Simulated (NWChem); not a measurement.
# SiClF2 (SMILES F[Si](F)Cl): U-r2SCAN/6-31G(d) (spherical functions)

What is the vertical ionisation energy of SiClF2 at U-r2SCAN/6-31G* (spherical functions)? 

The results are computed with NWChem 7.3.0.

## 1. Starting point

SiClF2 has 4 atoms, charge 0, and is taken as a doublet. SMILES: `F[Si](F)Cl`. The shape is that of a PBE0-D4/def2-TZVP optimisation.

Bond lengths: F1–Si2 1.585 Å, Si2–F3 1.585 Å, Si2–Cl4 2.036 Å. Angles: F1–Si2–F3 107.0°, F1–Si2–Cl4 108.9°, F3–Si2–Cl4 108.9°.

## 2. A single-point energy at U-r2SCAN/6-31G(d) (spherical functions)

test.nw

```
start test
title "ClF2Si energy"
memory 2200 mb

geometry units angstrom noautosym nocenter noautoz
F      1.308200     0.129000     0.798000
Si     0.221200    -0.316500    -0.265700
F     -0.871800    -1.157400     0.514900
Cl    -0.657600     1.344900    -1.047300
end

basis "ao basis" spherical bse
* library 6-31G*
end

dft
xc r2scan
mult 2
grid fine
convergence energy 1e-08
iterations 100
mulliken
print low
end

task dft energy
```

Command:

```
$ nwchem test.nw > test.out
```

Standard output, shortened:

```text
[...]
 d= 0,ls=0.0,diis     1   -949.2211244297 -1.17D+03  1.36D-02  2.09D-01     1.0
[...]
 d= 0,ls=0.0,diis    10   -949.3175451326 -6.93D-10  4.63D-07  1.51D-09     8.7
[...]
         Total DFT energy =     -949.317545132585
      One electron energy =    -1748.548836278458
           Coulomb energy =      651.762796036918
    Exchange-Corr. energy =      -70.130820560389
 Nuclear repulsion energy =      217.599315669344
[...]
      Total Density - Mulliken Population Analysis
     ---------------------------------------------
    Atom       Charge   Shell Charges
 -----------   ------   -------------------------------------------------------
    1 F    9     9.37   2.00  0.94  3.30  1.02  2.10  0.01
    2 Si  14    13.03   2.00  2.00  5.97  0.89  1.36  0.24  0.23  0.35
    3 F    9     9.37   2.00  0.94  3.30  1.02  2.10  0.01
    4 Cl  17    17.23   2.00  2.00  5.97  1.39  3.64  0.57  1.65  0.02
[...]
      <S2> =      0.7520 (Exact =     0.7500)
[...]
```

It took 9.3 s on 1 thread of Intel Xeon 6975P-C (Granite Rapids), shared host; peak memory 0.11 GiB.

## 3. The singlet cation

clf2si.xyz

```xyz
4
ClF2Si
F      1.308200     0.129000     0.798000
Si     0.221200    -0.316500    -0.265700
F     -0.871800    -1.157400     0.514900
Cl    -0.657600     1.344900    -1.047300
```

clf2si.nw

```
start clf2si
title "ClF2Si"
memory stack 880 mb heap 220 mb global 1100 mb
charge 1
geometry units angstroms noautosym nocenter noautoz
  load clf2si.xyz
end
basis spherical bse
  F library 6-31G*
  Si library 6-31G*
  Cl library 6-31G*
end
dft
  xc r2scan
  grid fine
  convergence energy 1e-08
  iterations 100
  mulliken
  noprint "final vectors analysis"
end
task dft energy
```

Command:

```
$ nwchem clf2si.nw > clf2si.out
```

Standard output, shortened:

```text
[...]
          Wavefunction type:  closed shell.
          No. of atoms     :     4
          No. of electrons :    48
[...]
          Charge           :     1
          Spin multiplicity:     1
[...]
          AO basis - number of functions:    64
[...]
              XC Information
              --------------
                      r^2SCAN Method XC Functional
               r^2SCAN metaGGA Exchange Functional  1.000
                     r^2SCAN Correlation Potential  1.000
[...]
 d= 0,ls=0.0,diis     1   -948.7367538525 -1.17D+03  3.99D-02  2.09D+00     0.9
[...]
 d= 0,ls=0.0,diis    11   -948.9507771288 -7.39D-11  6.30D-07  1.65D-09     6.9
         Total DFT energy =     -948.950777128830
      One electron energy =    -1735.082470378663
           Coulomb energy =      638.251399676907
    Exchange-Corr. energy =      -69.719022096417
 Nuclear repulsion energy =      217.599315669344
[...]
      Total Density - Mulliken Population Analysis
     ---------------------------------------------
    Atom       Charge   Shell Charges
 -----------   ------   -------------------------------------------------------
    1 F    9     9.25   2.00  0.95  3.27  1.02  1.99  0.02
    2 Si  14    12.60   2.00  2.00  5.97  0.87  1.29  0.01  0.12  0.34
    3 F    9     9.25   2.00  0.95  3.27  1.02  1.99  0.02
    4 Cl  17    16.90   2.00  2.00  5.97  1.44  3.57  0.54  1.37  0.02
[...]
```

Run time: 7.5 s. Hardware: 1 thread of Intel Xeon 6975P-C (Granite Rapids), shared host; peak memory 0.11 GiB.

## 4. Results

Level: U-r2SCAN/6-31G* (spherical functions).

```
                                          quantity          value
                      doublet SiClF2: total energy  -949.31755 Eh
                              doublet SiClF2: ⟨S²⟩          0.752
                      singlet cation: total energy  -948.95078 Eh
vertical ionisation energy (to the singlet cation)       9.980 eV
```

Removing an electron at fixed nuclei costs 9.98 eV (963 kJ/mol). Only the singlet of the ionised species was computed; a triplet could lie lower. Mulliken charges (doublet SiClF2) run from -0.37 on F1 to +0.97 on Si2; they depend strongly on the basis.
